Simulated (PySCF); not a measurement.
# [Tb(BH4)2]+: other functionals and bases at one geometry

An exercise on one series of results from a longer session: the logs are not shown, and one member is left open.

Computed with PySCF 2.14.0. Level: several levels, as the steps say, no spin–orbit coupling.

1 further run of the same task is left out (for a known fault of the program).

## The starting structure

11 atoms, charge 1, spin multiplicity 1.

Bond lengths: Tb1–B2 2.377 Å, Tb1–H4 2.151 Å, Tb1–H5 2.237 Å, Tb1–H6 2.156 Å, Tb1–B7 2.377 Å, Tb1–H9 2.151 Å, Tb1–H10 2.237 Å, Tb1–H11 2.156 Å, B2–H3 1.197 Å, B2–H4 1.271 Å, B2–H5 1.260 Å, B2–H6 1.273 Å, B7–H8 1.197 Å, B7–H9 1.271 Å, B7–H10 1.260 Å, B7–H11 1.273 Å. Angles: B2–Tb1–H4 32.1°, B2–Tb1–H5 31.5°, B2–Tb1–H6 32.2°, B2–Tb1–B7 116.3°, B2–Tb1–H9 92.5°, B2–Tb1–H10 146.4°, B2–Tb1–H11 104.3°, H4–Tb1–H5 54.4°, H4–Tb1–H6 55.0°, H4–Tb1–B7 92.5°, H4–Tb1–H9 81.0°, H4–Tb1–H10 123.6°, H4–Tb1–H11 73.1°, H5–Tb1–H6 54.2°, H5–Tb1–B7 146.4°, H5–Tb1–H9 123.6°, H5–Tb1–H10 177.9°, H5–Tb1–H11 124.3° and more.

Geometry (Å):

```
atom    x (Å)    y (Å)    z (Å)
 Tb1   0.0000   0.0000  -0.2014
  B2   2.0186  -0.0257   1.0529
  H3   2.9866  -0.0203   1.7577
  H4   1.1178  -0.8378   1.4339
  H5   2.2158  -0.3062  -0.1596
  H6   1.4011   1.0872   1.0247
  B7  -2.0186   0.0257   1.0529
  H8  -2.9866   0.0203   1.7576
  H9  -1.1178   0.8378   1.4339
 H10  -2.2158   0.3062  -0.1597
 H11  -1.4011  -1.0872   1.0247
```

Formal oxidation states: Tb +3. Each metal's 8 4f electrons lie in its core potential, so multiplicities, spins and levels count the valence alone. An earlier session relaxed this geometry at PBE0, Tb lcecp-1-SVP with ECP54, B def2-SVP, H def2-SVP (singlet, point group C2).

At PBE0 on the finer grid: E = -90.633774 Eh, HOMO -14.01 eV, LUMO -7.70 eV, Mulliken charge on Tb1 +1.08 e, largest force component 0.005 eV/Å. 

Levels to run: r2SCAN; revPBE; PBE0, TZVP. Hardware: 2 threads of Arm Neoverse V1, shared host.

The first run:

The input, run.py (the lines that set the calculation):

```python
mol = gto.M(atom='''
Tb     0.00000     0.00000    -0.20143
B      2.01859    -0.02573     1.05294
H      2.98659    -0.02027     1.75767
H      1.11780    -0.83781     1.43389
H      2.21580    -0.30624    -0.15963
H      1.40111     1.08720     1.02470
B     -2.01860     0.02574     1.05290
H     -2.98662     0.02029     1.75762
H     -1.11782     0.83783     1.43386
H     -2.21579     0.30624    -0.15967
H     -1.40113    -1.08719     1.02468''',
    basis={'Tb': 'lcecp-1-SVP', 'B': 'def2-SVP', 'H': 'def2-SVP'},
    ecp={'Tb': 'lcecp-1-SVP'},
    charge=1, spin=0)
mf = dft.RKS(mol, xc='R2SCAN')
mf.grids.atom_grid = (75, 302)  # f atoms: unpruned, at least (60, 302)
mf = mf.density_fit()  # fitting sets: Tb AutoAux, B def2-universal-JKFIT, H def2-universal-JKFIT
mf.conv_tol = 1e-08; mf.max_cycle = 55
mf.kernel(dm0)  # dm0: the density of the relaxed state
```

Command:

```console
$ OMP_NUM_THREADS=2 python run.py
```

Among the steps run: r2SCAN; revPBE; PBE0, TZVP.

One of the session's tables, all rows but one given; the rest of the session is left out.

| level | HOMO (eV) | gap (eV) | charge on Tb1 (e) | dipole (D) | largest force component (eV/Å) |
| --- | --- | --- | --- | --- | --- |
| PBE0 (relaxed here) | -14.01 | 6.31 | 1.08 | 4.23 | 0.00 |
| r2SCAN | ? | ? | ? | ? | ? |
| revPBE | -12.59 | 4.18 | 0.89 | 3.93 | 0.38 |
| PBE0, TZVP | -14.02 | 6.36 | 1.38 | 4.20 | 0.26 |

Estimate the missing values for r2SCAN.

As computed: HOMO (eV): -12.93; gap (eV): 4.80; charge on Tb1 (e): 1.10; dipole (D): 4.19; largest force component (eV/Å): 0.23. In the column «HOMO (eV)» it lies between PBE0 (relaxed here) (-14.01) and revPBE (-12.59).

The dipole of a charged species depends on the origin, so these sizes hold for this origin alone.

In one basis the HOMO–LUMO gap runs from 4.18 eV (revPBE) to 6.31 eV (PBE0). The largest leftover force, 0.38 eV/Å with revPBE, stands at a geometry relaxed at another level. With 4f in the core, its levels are missing from HOMO and gap, and its count is fixed, so no charge can pass from the ligands into it. Total energies of different levels can't be compared.
